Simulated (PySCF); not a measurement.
# InSi2NH8 (SMILES [SiH3][N]([SiH3])[InH2]) at 6 levels

Aim: a comparison of 6 runs (HF/3-21G, TPSS/3-21G, PBE0/def2-SVP, PBE0/def2-SVPD, r2SCAN/def2-SVPD, CCSD/def2-SVP) of InSi2NH8. Input form: a Python script.

Program for the calculation: PySCF 2.14.0.

### Step 1. The molecule

The species is InSi2NH8 (12 atoms), meant as a singlet with charge 0. SMILES: `[SiH3][N]([SiH3])[InH2]`. The shape comes from GFN2-xTB, which is rough for such elements, and wasn't checked as a minimum.

Bond lengths: Si1–N2 1.727 Å, N2–Si3 1.727 Å, N2–In4 2.063 Å, Si1–H5 1.480 Å, Si1–H6 1.470 Å, Si1–H7 1.471 Å, Si3–H8 1.469 Å, Si3–H9 1.471 Å, Si3–H10 1.480 Å, In4–H11 1.721 Å, In4–H12 1.721 Å. Some angles: Si1–N2–Si3 124.0°, Si1–N2–In4 118.0°, Si3–N2–In4 117.9°, N2–Si1–H5 106.6°, N2–Si1–H6 109.4°, N2–Si1–H7 110.1°, N2–Si3–H8 109.6°, N2–Si3–H9 109.8°, N2–Si3–H10 106.6°, N2–In4–H11 117.9°.

### Step 2. Energy and forces at HF/3-21G (run 1)

Input file input.py:

```python
# [SiH3][N]([SiH3])[InH2]
import pyscf.grad
from pyscf import gto

mol = gto.M(
    atom='''
Si    -0.610665     2.656312    -1.804008
N     -0.049870     0.016611     0.030443
Si     1.445149     0.092748     2.929680
In    -1.059097    -3.461581    -1.412778
H     -1.963369     1.769785    -4.085191
H     -2.173582     4.455067    -0.377303
H      1.795504     3.856402    -2.509027
H      0.030576     1.738340     4.661992
H      4.037891     1.051330     2.629837
H      1.485079    -2.538167     3.876187
H     -2.348136    -3.557107    -4.397393
H     -0.589500    -6.079702     0.457578
''',
    max_memory=1860,
    verbose=4,
    unit='bohr',
    spin=0,
    basis='3-21g',
    charge=0,
)

mf = mol.RHF()
mf.conv_tol = 1e-10
mf.kernel()
if not mf.converged:
    mf = mf.newton().run(mf.mo_coeff, mf.mo_occ)

e_tot = mf.e_tot
print('E = %.10f Eh' % e_tot)
grad = mf.Gradients().kernel()
dip = mf.dip_moment()
pop, q = mf.mulliken_pop()
```

On the command line:

```
$ OMP_NUM_THREADS=1 python input.py
```

What it wrote:

```text
PySCF version 2.14.0

[... 64 lines left out ...]
converged SCF energy = -6348.3269927009
[... 12 lines left out ...]
Dipole moment(X, Y, Z, Debye): -0.10668, -0.59555, -0.27113
[... 95 lines left out ...]
charge of   11H =     -0.21846
```

Run time: 8.7 s. Hardware: 1 thread of Intel Xeon at 2.70GHz, shared host; peak memory 0.16 GiB.

### Step 3. Energy and gradient at TPSS/3-21G (run 2)

Input file run.py:

```python
from pyscf import gto, dft

molecule = gto.M(
    atom='''
Si    -0.610665     2.656312    -1.804008
N     -0.049870     0.016611     0.030443
Si     1.445149     0.092748     2.929680
In    -1.059097    -3.461581    -1.412778
H     -1.963369     1.769785    -4.085191
H     -2.173582     4.455067    -0.377303
H      1.795504     3.856402    -2.509027
H      0.030576     1.738340     4.661992
H      4.037891     1.051330     2.629837
H      1.485079    -2.538167     3.876187
H     -2.348136    -3.557107    -4.397393
H     -0.589500    -6.079702     0.457578
''',
    basis='3-21g',
    verbose=3,
    unit='bohr',
    max_memory=1860,
)

mf = dft.RKS(molecule)
mf.xc = 'tpss'
mf.grids.level = 5
mf.conv_tol = 1e-10
mf.kernel()
if not mf.converged:
    mf = mf.newton().run(mf.mo_coeff, mf.mo_occ)

e_final = mf.e_tot
print('Final energy', e_final)
grad = mf.nuc_grad_method().kernel()
dip = mf.dip_moment()
pop, q = mf.mulliken_pop()
```

On the command line:

```
$ OMP_NUM_THREADS=1 python run.py
```

What it wrote:

```text
converged SCF energy = -6352.12758530314
Final energy -6352.127585303145
[... 8 lines left out ...]
Dipole moment(X, Y, Z, Debye): -0.01589, -0.22625, -0.11227
[... 95 lines left out ...]
charge of   11H =     -0.14956
```

It took 56 s on 1 thread of Intel Xeon at 2.70GHz, shared host; peak memory 0.81 GiB.

Runs 3 to 5 aren't shown in full; the table further down has their settings and results.

### Step 4. A single-point energy at CCSD/def2-SVP (core potential) (run 6)

Input file calc.py:

```python
from pyscf import gto, cc

mol = gto.M(
    atom='''
Si    -0.610665     2.656312    -1.804008
N     -0.049870     0.016611     0.030443
Si     1.445149     0.092748     2.929680
In    -1.059097    -3.461581    -1.412778
H     -1.963369     1.769785    -4.085191
H     -2.173582     4.455067    -0.377303
H      1.795504     3.856402    -2.509027
H      0.030576     1.738340     4.661992
H      4.037891     1.051330     2.629837
H      1.485079    -2.538167     3.876187
H     -2.348136    -3.557107    -4.397393
H     -0.589500    -6.079702     0.457578
''',
    verbose=4,
    spin=0,
    basis='def2-svp',
    charge=0,
    max_memory=1860,
    ecp={'In': 'def2-svp'},
    unit='bohr',
)

mf = mol.RHF()
mf.conv_tol = 1e-10
mf.kernel()
if not mf.converged:
    mf = mf.newton().run(mf.mo_coeff, mf.mo_occ)

mycc = cc.CCSD(mf, frozen=15)
mycc.kernel()
energy = mycc.e_tot
print('E(%s) = %.9f' % ('CCSD', energy))
mf.analyze()
```

On the command line:

```
$ OMP_NUM_THREADS=1 python calc.py
```

What it wrote:

```text
PySCF version 2.14.0

[... 99 lines left out ...]
Nuclear Repulsion Energy =             322.107600569974011
[... 16 lines left out ...]
MO #11  energy= -4.2372525493085   occ= 2
[... 14 lines left out ...]
MO #26  energy= -0.521887960443101 occ= 2
[... 14 lines left out ...]
MO #41  energy= 0.241286328458936  occ= 0
[... 14 lines left out ...]
MO #56  energy= 0.531551486484942  occ= 0
[... 14 lines left out ...]
MO #71  energy= 0.868717751404645  occ= 0
[... 14 lines left out ...]
MO #86  energy= 1.743306610744     occ= 0
[... 14 lines left out ...]
MO #101 energy= 2.21831215379966   occ= 0
[... 14 lines left out ...]
MO #116 energy= 61.6765794569879   occ= 0
[... 131 lines left out ...]
Dipole moment(X, Y, Z, Debye): -0.28241, -1.04469, -0.43887
```

Run time: 49 s. Hardware: 1 thread of Intel Xeon at 2.70GHz, shared host; peak memory 0.97 GiB.

### Step 5. The series

| run | level | integration grid | core potential | energy (Eh) | dipole moment (D) of the reference | HOMO energy (eV) | LUMO energy (eV) | wall time |
| --- | --- | --- | --- | --- | --- | --- | --- | --- |
| 1 | HF/3-21G | – | – | -6348.326993 | 0.66 | -9.95 | 1.08 | 8.7 s |
| 2 | TPSS/3-21G | 5 | – | -6352.127585 | 0.25 | -5.84 | -1.84 | 56 s |
| 3 | PBE0/def2-SVP (core potential) | 5 | def2-svp | -828.137355 | 1.00 | -7.32 | -1.56 | 73 s |
| 4 | PBE0/def2-SVPD (core potential) | 5 | def2-svp | -828.145712 | 1.01 | -7.38 | -1.63 | 2 min |
| 5 | r2SCAN/def2-SVPD (core potential) | 5 | def2-svp | -828.446952 | 0.96 | -6.43 | -2.08 | 3.1 min |
| 6 | CCSD/def2-SVP (core potential) | – | def2-svp | -826.501060 | 1.17 | -10.40 | 0.92 | 49 s |

### Step 6. Results

```
                                           quantity          value
                                run 6: total energy  -826.50106 Eh
        run 6: dipole moment (Hartree–Fock density)         1.17 D
         run 6: HOMO energy (Hartree–Fock orbitals)      -10.40 eV
         run 6: LUMO energy (Hartree–Fock orbitals)        0.92 eV
       run 6: HOMO–LUMO gap (Hartree–Fock orbitals)       11.31 eV
run 6: correlation energy (15 core orbitals frozen)     -530.7 mEh
                               run 6: T1 diagnostic          0.013
```

What this shows: Over runs 1, 2, 3, 4, 5 the dipole moment (its size) runs from 0.25 D (TPSS/3-21G) to 1.01 D (PBE0/def2-SVPD). The two ends differ in method and basis and core potential. Over runs 1, 2, 3, 4, 5 the HOMO–LUMO gap runs from 4.00 eV (TPSS/3-21G) to 11.03 eV (HF/3-21G). Exact exchange widens orbital gaps. Totals of different functionals can't be ranked against each other. Some runs of one species differ in core potentials or relativity; totals across that change don't compare. In runs 1, 2 relativity is left out where basis or elements ask for it. All runs together took 8.2 min, the longest 3.1 min.
